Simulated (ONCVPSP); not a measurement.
**An ONCV potential for Hf, from input to tests**

Task: generate the file, and judge it by its errors in other configurations, its logarithmic derivatives, its ghosts and its cutoff.

The numbers are computed with ONCVPSP 4.0.1 (PBEsol, scalar-relativistic, spin-unpolarised reference atom).

### Step 1. Starting point

Typed settings, in words:

| Property | Result |
| --- | --- |
| element | hafnium (Hf, Z = 72) |
| type | optimised norm-conserving Vanderbilt (ONCV) |
| frozen core | [Xe] 4f14 |
| valence charge | 4 |
| reference configuration | 5d2 6s1 (charge +1) |
| partial waves | 6s: rc 2.20 bohr, ncon 3, nbas 7, qcut 2.4 1/bohr, 2 projectors, debl 3.4 Ha; p scattering state at 0.11 Ha: rc 2.70 bohr, ncon 4, nbas 7, qcut 3.2 1/bohr, 1 projector; 5d: rc 2.60 bohr, ncon 4, nbas 9, qcut 7.4 1/bohr, 2 projectors, debl 1.6 Ha |
| local potential | polynomial inside 1.75 bohr (lpopt 1, dvloc0 1 Ha) |
| core correction | Teter function, fcfact 2.75, rcfact 1.4 |

An earlier all-electron run gives the scale for the radii.

All-electron outer shells of the reference configuration (PBEsol, scalar-relativistic, ld1.x):

```json
{"shell": "4f", "level (eV)": "-23.81", "outermost node (bohr)": "–", "outermost maximum (bohr)": "0.45"}
{"shell": "6s", "level (eV)": "-11.01", "outermost node (bohr)": "1.36", "outermost maximum (bohr)": "2.78"}
{"shell": "5d", "level (eV)": "-9.25", "outermost node (bohr)": "0.67", "outermost maximum (bohr)": "1.67"}
{"shell": "6p", "level (eV)": "-6.33", "outermost node (bohr)": "1.64", "outermost maximum (bohr)": "3.62"}
```

### Step 2. The generation run

Contents of Hf.dat:

```
# ATOM AND REFERENCE CONFIGURATION
# atsym  z   nc   nv     iexc    psfile
  Hf 72.00   12    2  -116133      upf
#
#   n    l    f
    1    0    2.00
    2    0    2.00
    2    1    6.00
    3    0    2.00
    3    1    6.00
    3    2   10.00
    4    0    2.00
    4    1    6.00
    4    2   10.00
    4    3   14.00
    5    0    2.00
    5    1    6.00
    5    2    2.00
    6    0    1.00
#
# PSEUDOPOTENTIAL AND OPTIMIZATION
# lmax
    2
#
#   l,   rc,      ep,       ncon, nbas, qcut
    0    2.20    0.00    3    7    2.40
    1    2.70    0.11    4    7    3.20
    2    2.60    0.00    4    9    7.40
#
# LOCAL POTENTIAL
# lloc, lpopt,  rc(5),   dvloc0
    4    1    1.75    1.00
#
# VANDERBILT-KLEINMAN-BYLANDER PROJECTORs
# l, nproj, debl
    0    2    3.40
    1    1    1.00
    2    2    1.60
#
# MODEL CORE CHARGE
# icmod, fcfact, rcfact
    3    2.75    1.40
#
# LOG DERIVATIVE ANALYSIS
# epsh1, epsh2, depsh
   -2.00    5.00    0.02
#
# OUTPUT GRID
# rlmax, drl
    6.00    0.01
#
# TEST CONFIGURATIONS
# ncnf
    4
# nvcnf
#   n    l    f
    2
    5    2    2.00
    6    0    2.00
#
    2
    5    2    2.00
    6    0    0.00
#
    2
    5    2    1.00
    6    0    0.00
#
    3
    5    2    2.00
    6    0    1.00
    6    1    1.00
#
```

On the command line:

```console
oncvpsp.x < Hf.dat > Hf.out
```

Q: Predict the outcome of this session. Wanted: cutoffs for 1 and 0.1 mHa per electron, occupied waves; bound ghosts; GHOST(+) flags; largest test error; largest phase difference near zero energy, channels read; rms error of d²Exc/dn², without and with the model core; projector energies reset by the program.

The runs gave:

| quantity | value |
| --- | --- |
| cutoffs for 1 and 0.1 mHa per electron, occupied waves | 13 Ha and 30 Ha |
| bound ghosts | none found |
| GHOST(+) flags | s at 45 eV, p at 6 eV |
| largest test error (AE − PS) | -214 meV, for 5d1 6s0 (1 test unsolved) |
| largest phase difference near zero energy, channels read | 3.008 rad |
| rms error of d²Exc/dn², without and with the model core | 13.70 and 6.50 mHa |
| projector energies reset by the program | p: 0.050 Ha |

What this shows: By total energies transferability is poor: the largest error is 214 meV on 35.9 eV, for 5d1 6s0. Of the tests 1 gave no usable energy difference, which is a warning in itself. The potential is soft on the atom at that tolerance: the looser tolerance needs 13 Ha. At the looser tolerance the 5d wave is the slowest; 6s needs 8 Ha. It is free of bound ghosts as far as tested. Near zero energy the largest phase difference among the channels read is 3.01 rad, in the p channel. A step near π is an extra or missing state, not a misfit of shape. The pseudo curves have a pole with no partner nearby in the atom's: p at 0.22 Ha. At positive energy that is a spurious or a displaced resonance. The program also flags highly localised states, GHOST(+) (s, p).
